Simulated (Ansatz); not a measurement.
# C₅H₈O₂: one species, many methods

An exercise on one series of results from a longer session: the logs are not shown, and one member is left open.

The runs use Ansatz 0.2.0, Gaussian basis; functionals in def2-TZVPP, the program's frozen cores in correlated methods.

Plan: LDA (SPW92), PBE-D4, revPBE-D4, BLYP-D4, r2SCAN-D4, B97M-V, PBE0-D4, B3LYP-D4, r2SCANh-D4, r2SCAN0-D4, HSE06-D4, BHLYP-D4, CAM-B3LYP-D4, LC-ωPBE, ωB97X-V, ωB97M-V, B2PLYP, PBE-QIDH; CCSD(T)/def2-SVP; MP2/def2-TZVPP; MP2/def2-QZVPP; RPA on PBE.

## Structure used throughout

An earlier PBE0-D4 in a triple-zeta def2 set relaxation fixed the geometry.

SMILES `CC1CCC(=O)O1`, 15 atoms, charge 0, spin multiplicity 1.

Atoms are counted from 1 here; the program's logs count them from 0.

Bond lengths: C1–C2 1.512 Å, C1–H8 1.091 Å, C1–H9 1.092 Å, C1–H10 1.093 Å, C2–C3 1.532 Å, C2–O7 1.437 Å, C2–H11 1.092 Å, C3–C4 1.518 Å, C3–H12 1.092 Å, C3–H13 1.090 Å, C4–C5 1.513 Å, C4–H14 1.089 Å, C4–H15 1.094 Å, C5–O6 1.193 Å, C5–O7 1.350 Å. Angles: C2–C1–H8 110.5°, C2–C1–H9 110.1°, C2–C1–H10 111.1°, H8–C1–H9 108.5°, H8–C1–H10 108.2°, H9–C1–H10 108.3°, C1–C2–C3 114.1°, C1–C2–O7 109.6°, C1–C2–H11 110.0°, C3–C2–O7 104.9°, C3–C2–H11 111.8°, O7–C2–H11 106.0°, C2–C3–C4 102.6°, C2–C3–H12 110.1°, C2–C3–H13 111.8°, C4–C3–H12 110.3°, C4–C3–H13 113.9°, H12–C3–H13 108.0° and more.

As a file:

```
C     0.56666   -1.71907    0.03523
C     0.89529   -0.25094   -0.11096
C    -0.07564    0.52092   -1.00993
C    -1.09881    1.04617   -0.01876
C    -0.33337    1.11262    1.28482
O    -0.63197    1.68324    2.28889
O     0.80319    0.39308    1.17049
H     1.20192   -2.17904    0.79353
H     0.72868   -2.23672   -0.91307
H    -0.47615   -1.86154    0.33073
H     1.93088   -0.13024   -0.43536
H     0.44210    1.35027   -1.49599
H    -0.49910   -0.11420   -1.78834
H    -1.51419    2.02377   -0.25737
H    -1.93947    0.36167    0.12611
```

The first run:

in.yaml

```yaml
crystal:
  periodic: [false, false, false]
  atoms:
    - {symbol: C, position_ang: [0.566664, -1.719071, 0.035233]}
    - {symbol: C, position_ang: [0.895292, -0.250937, -0.110959]}
    - {symbol: C, position_ang: [-0.075638, 0.520918, -1.009932]}
    - {symbol: C, position_ang: [-1.098807, 1.046173, -0.018764]}
    - {symbol: C, position_ang: [-0.333375, 1.112618, 1.284819]}
    - {symbol: O, position_ang: [-0.631970, 1.683238, 2.288885]}
    - {symbol: O, position_ang: [0.803188, 0.393084, 1.170490]}
    - {symbol: H, position_ang: [1.201915, -2.179037, 0.793530]}
    - {symbol: H, position_ang: [0.728676, -2.236718, -0.913075]}
    - {symbol: H, position_ang: [-0.476150, -1.861542, 0.330731]}
    - {symbol: H, position_ang: [1.930876, -0.130238, -0.435364]}
    - {symbol: H, position_ang: [0.442098, 1.350274, -1.495988]}
    - {symbol: H, position_ang: [-0.499101, -0.114197, -1.788339]}
    - {symbol: H, position_ang: [-1.514193, 2.023773, -0.257373]}
    - {symbol: H, position_ang: [-1.939474, 0.361672, 0.126106]}
basis:
  gaussian: {orbitals: def2-TZVPP}
hamiltonian: {xc: lda}
output: {orbitals: {seedname: orbitals}}
```

The run is started by

```sh
ansatz run in.yaml --threads 4 --pin off --events-out ev --progress --plain --max-ram 11315MiB
```

Among the steps run: LDA; PBE-D4 (GGA); revPBE-D4 (GGA); BLYP-D4 (GGA); r2SCAN-D4 (meta-GGA); B97M-V (meta-GGA); PBE0-D4 (hybrid); B3LYP-D4 (hybrid); r2SCANh-D4 (hybrid); r2SCAN0-D4 (hybrid); HSE06-D4 (hybrid); BHLYP-D4 (hybrid); CAM-B3LYP-D4 (range-separated); LC-ωPBE (range-separated); ωB97X-V (range-separated); ωB97M-V (range-separated); B2PLYP (double hybrid); PBE-QIDH (double hybrid).

One of the session's tables, all rows but one given; the rest of the session is left out.

It belongs to the step «Frontier levels by functional». 

```
  functional  HOMO (eV)  gap (eV)
 LDA (SPW92)      -6.33      5.28
      PBE-D4      -6.13      5.34
   revPBE-D4      -6.06      5.37
     BLYP-D4          ?         ?
   r2SCAN-D4      -6.45      5.94
      B97M-V      -6.60      6.14
     PBE0-D4      -7.76      8.07
    B3LYP-D4      -7.51      7.52
  r2SCANh-D4      -7.07      6.96
  r2SCAN0-D4      -8.00      8.49
    HSE06-D4      -7.36      7.27
    BHLYP-D4      -9.34     10.61
CAM-B3LYP-D4      -9.24     10.60
     LC-ωPBE     -10.55     13.20
     ωB97X-V     -10.23     12.72
     ωB97M-V     -10.18     12.32
```

**Question.** Estimate the row for BLYP-D4.

Worked estimate for «HOMO (eV)». Against the share of exact exchange, B3LYP-D4 (0.2, -7.51), BHLYP-D4 (0.5, -9.34) give a slope of -6.10 per unit share; at 0 the line stands at -6.29.

As computed: HOMO (eV): -6.04; gap (eV): 5.34. In «HOMO (eV)» the line misses by -0.25.
